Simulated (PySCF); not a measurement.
# CH7MoN3 (Mo(CH)(NH2)3): the cost of one run

Computed with PySCF 2.14.0 and routines of our own; the level stands in each step. Atoms count from 0.

### Step 1. The starting structure

12 atoms, charge 0, multiplicity 1; geometry from: GFN2-xTB.

### Step 2. Geometry optimisation at PBE0-D3(BJ)/def2-SVP

Job settings and geometry (Å):

```
{"job": {"xc": "PBE0", "basis": "def2-SVP", "d3": "d3bj", "grid": 1, "maxiter": 30, "shake": 0.03, "kind": "geom"}, "charge": 0, "multiplicity": 1}
Mo     0.060300    -0.076770     0.119820
C     -0.023020     0.005160     1.920370
H     -0.065820     0.020910     2.978980
N      1.958180    -0.027300    -0.407430
H      2.081630    -0.071910    -1.431080
H      2.723130    -0.027770     0.113680
N     -0.872590     1.616450    -0.413330
H     -1.274550     2.409500     0.085790
H     -1.019150     1.838570    -1.359070
N     -0.962790    -1.608110    -0.355240
H     -1.099820    -1.817170    -1.359600
H     -1.390030    -2.344300     0.158090
```

The run is started by

```bash
> OMP_NUM_THREADS=1 python heavy_run.py task.json out
```

One launch serves the whole session: the jobs run in the order shown.

**Question.** How long does this first job take on 1 thread of Arm Neoverse V2, shared host, and how much memory does it need?

About 48 s, with a peak of 0.49 GiB.
